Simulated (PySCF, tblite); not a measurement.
# C5H4FO2 radical: geometry, infrared bands and EPR parameters

What infrared bands and EPR parameters should C5H4FO2 radical (`O=C1[CH]COC(F)=C1`) show?

The runs use tblite 0.8.0 and PySCF 2.14.0, with density-fitted response routines of our own; the level of theory stands in each step. All values are computed, except where a source is named. Atoms count from 0, in the outputs and in this text.

### Step 1. The starting structure

12 atoms, charge 0, multiplicity 2; geometry from: force field or distance geometry start.

Bonds of the start (Å): O0–C1 1.25, C1–C2 1.51, C2–C3 1.54, C3–O4 1.42, O4–C5 1.38, C5–F6 1.35, C5–C7 1.35, C7–C1 1.47, C2–H8 1.12, C3–H9 1.11, C3–H10 1.08, C7–H11 1.08.

### Step 2. Geometry optimisation with GFN2-xTB

What the job is given:

```
{"job": {"kind": "relax", "xc": "GFN2-xTB", "basis": "xTB"}, "charge": 0, "multiplicity": 2}
O     -0.280100     2.482500    -0.009900
C     -0.107700     1.265300     0.209400
C     -1.199600     0.369400     0.733500
C     -1.215100    -0.733400    -0.337700
O      0.038400    -1.409700    -0.313800
C      1.235100    -0.715900    -0.258500
F      2.449100    -1.282800    -0.446400
C      1.196300     0.606500     0.013900
H     -0.859100    -0.157100     1.667300
H     -2.064100    -1.389400    -0.071600
H     -1.292000    -0.230100    -1.286900
H      2.099900     1.194100     0.074700
```

Command:

```bash
$ OMP_NUM_THREADS=1 python probes_run.py task.json out
```

This one command runs all jobs of the session in turn.

Output:

```text
step      E/eV     max force
  0    -692.79695    4.082
  1    -693.14993    4.394
  2    -693.41885    1.237
  3    -693.53859    1.086
  4    -693.63735    0.896
  5    -693.68072    0.604
  6    -693.70539    0.389
  7    -693.71849    0.428
  8    -693.75468    0.376
  9    -693.76930    0.351
 10    -693.78895    0.355
 11    -693.81044    0.480
 12    -693.84215    0.521
 13    -693.88364    0.635
 14    -693.93404    0.716
 15    -693.98727    0.736
 16    -694.02419    1.177
 17    -694.06150    0.778
 18    -694.11322    0.600
 19    -694.16057    0.664
 20    -694.20706    1.070
 21    -694.25711    0.595
 22    -694.30718    1.190
 23    -694.37087    0.615
 24    -694.40227    0.481
 25    -694.43453    0.421
 26    -694.45504    0.586
 27    -694.47297    0.632
 28    -694.48953    0.358
 29    -694.50560    0.343
 30    -694.51812    0.276
 31    -694.52948    0.276
 32    -694.53933    0.300
 33    -694.54438    0.187
 34    -694.54775    0.162
 35    -694.55070    0.152
 36    -694.55324    0.095
 37    -694.55414    0.069
 38    -694.55462    0.072
 39    -694.55525    0.067
 40    -694.55621    0.085
 41    -694.55735    0.093
 42    -694.55845    0.090
 43    -694.55941    0.074
 44    -694.56043    0.084
 45    -694.56160    0.121
 46    -694.56276    0.134
 47    -694.56371    0.113
 48    -694.56451    0.100
 49    -694.56554    0.102
 50    -694.56703    0.100
 51    -694.56892    0.106
 52    -694.57091    0.110
 53    -694.57244    0.084
 54    -694.57328    0.070
 55    -694.57378    0.066
 56    -694.57421    0.046
 57    -694.57452    0.080
 58    -694.57483    0.081
 59    -694.57509    0.060
 60    -694.57529    0.029
 61    -694.57538    0.024
 62    -694.57547    0.020
 63    -694.57551    0.017
 64    -694.57555    0.014
 65    -694.57558    0.015
 66    -694.57563    0.017
 67    -694.57566    0.011
 68    -694.57567    0.012
 69    -694.57569    0.012
 70    -694.57571    0.013
 71    -694.57573    0.012
 72    -694.57574    0.007
```

Run time: 0.28 s. Hardware: 1 thread of Arm Neoverse V2, shared host.

The steps of the relaxation: (not every step is listed)

| step | energy from step 0 (eV) | largest force (eV/Å) |
| --- | --- | --- |
| 0 | 0.0000 | 4.0825 |
| 1 | -0.3530 | 4.3941 |
| 2 | -0.6219 | 1.2371 |
| 3 | -0.7416 | 1.0859 |
| 4 | -0.8404 | 0.8961 |
| 5 | -0.8838 | 0.6040 |
| 6 | -0.9084 | 0.3889 |
| 7 | -0.9215 | 0.4277 |
| 8 | -0.9577 | 0.3764 |
| 13 | -1.0867 | 0.6348 |
| 18 | -1.3163 | 0.5999 |
| 23 | -1.5739 | 0.6149 |
| 28 | -1.6926 | 0.3583 |
| 33 | -1.7474 | 0.1874 |
| 38 | -1.7577 | 0.0717 |
| 43 | -1.7625 | 0.0740 |
| 48 | -1.7676 | 0.1000 |
| 53 | -1.7755 | 0.0836 |
| 58 | -1.7779 | 0.0813 |
| 63 | -1.7786 | 0.0172 |
| 67 | -1.7787 | 0.0114 |
| 68 | -1.7787 | 0.0115 |
| 69 | -1.7787 | 0.0122 |
| 70 | -1.7788 | 0.0132 |
| 71 | -1.7788 | 0.0115 |
| 72 | -1.7788 | 0.0071 |

Distances of close pairs at the start and the end, largest changes first:

| bond | before (Å) | after (Å) | change (Å) |
| --- | --- | --- | --- |
| C1–C2 | 1.507 | 1.426 | -0.080 |
| C2–C3 | 1.537 | 1.472 | -0.066 |
| O4–C5 | 1.384 | 1.330 | -0.054 |
| C2–H8 | 1.125 | 1.078 | -0.047 |
| C3–H10 | 1.077 | 1.104 | +0.027 |
| O0–C1 | 1.249 | 1.227 | -0.022 |
| C5–F6 | 1.353 | 1.334 | -0.019 |
| C5–C7 | 1.351 | 1.335 | -0.016 |

The end geometry stands in the next job.

### Step 3. Harmonic vibrations with GFN2-xTB

What the job is given:

```
{"job": {"kind": "ir", "xc": "GFN2-xTB", "basis": "xTB"}, "charge": 0, "multiplicity": 2}
O      0.072341     2.396271     1.004673
C      0.080830     1.268399     0.522525
C     -1.085222     0.458969     0.385874
C     -1.079647    -0.895365    -0.190514
O      0.171204    -1.396447    -0.628926
C      1.238899    -0.616456    -0.485847
F      2.319500    -1.248339    -0.946857
C      1.305435     0.614386     0.026679
H     -2.033994     0.846416     0.720017
H     -1.471245    -1.623514     0.541142
H     -1.759444    -0.944414    -1.058910
H      2.242541     1.139408     0.084116
```

Output:

```text
mode    cm-1     km/mol
  1      91.3     21.28
  2     145.1      0.03
  3     179.7      0.49
  4     333.4     11.92
  5     450.7      9.33
  6     473.5      1.59
  7     496.8      0.85
  8     516.0     13.76
  9     568.6     18.90
 10     681.0     29.71
 11     717.2     10.61
 12     819.1     37.87
 13     867.1      0.15
 14     897.3     30.67
 15     947.2     63.37
 16     988.9     33.62
 17    1130.1     24.28
 18    1144.2      4.32
 19    1145.0    124.71
 20    1189.2      3.20
 21    1271.8    117.20
 22    1304.9     91.96
 23    1354.4      4.17
 24    1411.1     41.16
 25    1612.8    252.27
 26    1670.1    523.14
 27    2795.0      1.95
 28    2846.3      4.47
 29    3112.7      1.29
 30    3144.0      0.22
```

Wall time 0.22 s (1 thread of Arm Neoverse V2, shared host).

Which atoms move in the most intense modes:

| cm⁻¹ | km/mol | atoms |
| --- | --- | --- |
| 819 | 37.9 | H11 70 %, C7 19 % |
| 947 | 63.4 | H11 27 %, O4 22 %, C7 15 % |
| 1145 | 124.7 | H11 43 %, C5 13 % |
| 1272 | 117.2 | C3 22 %, C5 16 %, C1 11 %, C7 10 % |
| 1305 | 92.0 | H10 17 %, H9 17 %, C5 17 %, C3 14 % |
| 1411 | 41.2 | H10 44 %, H9 44 % |
| 1613 | 252.3 | C1 62 %, O0 35 % |
| 1670 | 523.1 | C5 56 %, C7 39 % |

### Step 4. EPR parameters: B3LYP/pcH-1

Same as in step 3 but for these lines:

```diff
@@ -1,2 +1,2 @@
-{"job": {"kind": "ir", "xc": "GFN2-xTB", "basis": "xTB"}, "charge": 0, "multiplicity": 2}
+{"job": {"kind": "epr", "basis": "pcH-1"}, "charge": 0, "multiplicity": 2}
 O      0.072341     2.396271     1.004673
```

Level: UKS B3LYP, pcH-1 on C F H O, non-relativistic, mean-field spin-orbit, GIAO.

Output:

```text
UKS, coarse grid
  cycle   1  E = -442.91816573  |g| = 8.03e-01
  cycle   2  E = -439.86049693  |g| = 2.27e+00
  cycle   3  E = -443.03397227  |g| = 5.41e-01
  cycle   4  E = -443.16540126  |g| = 1.49e-01
  cycle   5  E = -443.17087724  |g| = 9.27e-02
  cycle   6  E = -443.17408003  |g| = 3.67e-02
  cycle   7  E = -443.17471954  |g| = 1.74e-02
  cycle   8  E = -443.17486945  |g| = 6.81e-03
  cycle   9  E = -443.17492043  |g| = 2.49e-03
  cycle  10  E = -443.17492502  |g| = 1.27e-03
  cycle  11  E = -443.17492694  |g| = 7.24e-04
UKS, final grid
  cycle   1  E = -443.17491926  |g| = 1.11e-03
  cycle   2  E = -443.17491818  |g| = 2.19e-03
  cycle   3  E = -443.17491981  |g| = 2.80e-04
  cycle   4  E = -443.17491985  |g| = 1.43e-04
  cycle   5  E = -443.17491989  |g| = 7.66e-05
  cycle   6  E = -443.17491989  |g| = 2.16e-05
E = -443.17491989 Eh   <S^2> = 0.7592 (exact 0.7500)
g shifts (ppm)      1          2          3
  rmc          -176       -176       -176
  gc             -8         28         34
  oz_so         -14       1702       4471
  total        -199       1554       4329
hyperfine (MHz)  atom isotope    a_iso     a_fc   dipolar eigenvalues
    0   17O     -13.17     -13.17    -63.36     30.98     32.38
    1   13C     -37.00     -37.00    -11.49      3.11      8.38
    2   13C      70.06      70.06    -67.62    -67.25    134.87
    3   13C     -35.28     -35.28     -2.64      1.01      1.63
    4   17O      -1.40      -1.40     -4.68      1.89      2.79
    5   13C      -3.77      -3.77     -0.53     -0.32      0.85
    6   19F      -0.41      -0.41     -2.76      0.24      2.52
    7   13C       2.17       2.17     -5.53     -3.49      9.02
    8    1H     -52.28     -52.28    -30.40     -2.20     32.60
    9    1H     136.70     136.70     -4.98     -2.98      7.96
   10    1H     136.17     136.17     -4.97     -2.98      7.95
   11    1H      -4.97      -4.97     -2.59     -1.67      4.26
```

Run time: 46 s. Hardware: 1 thread of Arm Neoverse V2, shared host; peak memory 0.87 GiB.

Principal g values 2.00212, 2.00387, 2.00665; g(iso) = 2.00421, against 2.00232 for a free electron.

Hyperfine couplings; where a row names several nuclei, a(iso) is their mean (it holds for fast rotation or exchange) and the dipolar term the largest among them:

| nuclei | isotope | a(iso) (MHz) | a(iso) (G, at g = 2.0023) | largest dipolar term (MHz) |
| --- | --- | --- | --- | --- |
| H9, H10 | 1H | 136.4 | 48.7 | 8.0 |
| C2 | 13C | 70.1 | 25.0 | 134.9 |
| H8 | 1H | -52.3 | -18.7 | 32.6 |
| C1 | 13C | -37.0 | -13.2 | -11.5 |
| C3 | 13C | -35.3 | -12.6 | -2.6 |
| O0 | 17O | -13.2 | -4.7 | -63.4 |
| H11 | 1H | -5.0 | -1.8 | 4.3 |
| C5 | 13C | -3.8 | -1.3 | 0.9 |
| C7 | 13C | 2.2 | 0.8 | 9.0 |
| O4 | 17O | -1.4 | -0.5 | -4.7 |
| F6 | 19F | -0.4 | -0.1 | -2.8 |

Mulliken spin populations:

| atom | value (e) |
| --- | --- |
| O0 | 0.21 |
| C1 | -0.11 |
| C2 | 0.84 |
| C3 | -0.07 |
| O4 | 0.01 |
| C5 | -0.01 |
| F6 | 0.00 |
| C7 | 0.06 |
| H8 | -0.04 |
| H9 | 0.06 |
| H10 | 0.06 |
| H11 | 0.00 |

In first order the couplings over 0.8 MHz of 1H give 12 distinct lines over 117.8 G, if the averaged nuclei exchange fast; the same motion can average rows kept apart here too.

The fields below are evaluated on a grid from the run's orbitals.

ELF in a plane through or near 10 of the atoms.

Ten even steps from ' ' (0.00) to '@' (1.00):
```
                                                        
                                                        
                          ......                        
                      ..==**####**++--..                
                      ..**%%%%##%%%%##--                
            ..**##==    --####++**@@##--                
          ::##@@@@@@##::..--##%%##==..                  
          --%%@@@@@@%%++%%%%%%**++==::**%%@@@@--        
            --%%%%%%--##**@@==++@@##**@@@@@@@@##..      
                ..++%%**++--..====##  @@@@@@@@**..      
              ..::----**++..  --%%%%**------::          
              --**++++::##****++======..                
              ::++++--**##::**%%::::######++--          
                      ==%%####++..++****%%##==          
                      --##%%**..  ++%%%%##==..          
                      ..--==::    --**++--..            
                                                        
                                                        
                                                        
                                                        
```
The map spans 10.1 Å across and 10.3 Å up, centred on the molecule. Atoms in the plane (x, y in Å): O0 (0.6, 2.5), C1 (0.4, 1.3), C2 (-1.0, 0.8), C3 (-1.3, -0.7), O4 (-0.1, -1.5), C5 (1.1, -1.0), F6 (2.0, -2.0), C7 (1.4, 0.3), H8 (-1.8, 1.5), H11 (2.4, 0.6).

On the surface of density 0.002 e/bohr³ the electrostatic potential runs, from the 1st to the 99th percentile, from -1.85 V near O0 to 1.62 V near H10.

The spin density lies nearest to C2 52 %; O0 16 %; H8 7 %; C1 7 % (beta excess).

### Step 5. Results

| quantity | value |
| --- | --- |
| strongest single infrared mode (GFN2-xTB) | 1670 cm⁻¹, 523 km/mol |
| zero-point energy (GFN2-xTB) | 49.0 kcal/mol |
| g(iso) (B3LYP) | 2.00421 |
| ⟨S²⟩ | 0.759 (exact 0.75) |
| largest a(iso) (averaged by class) | 1H on H9, H10, 136.4 MHz |
| potential on the surface of density 0.002 e/bohr³, 1st and 99th percentile | -1.85 V and 1.62 V |

What this shows: Relaxing lowered the energy by 1.779 eV in 72 steps; the close pair that moved most is C1–C2, from 1.507 to 1.426 Å. All 30 modes are real, so the xTB geometry is a minimum. The strongest single mode, at 1670 cm⁻¹, moves mainly C5 and C7. GFN2-xTB is a fitted tight-binding method: band positions and strengths are rough. Its intensities can rank the bands wrongly. Most of the unpaired spin sits on C2 (0.84 e). The isotropic g lies 1.9 ppt above the free-electron value. The conformer search found further structures of the same energy, which may be mirror or relabelled copies of this one.
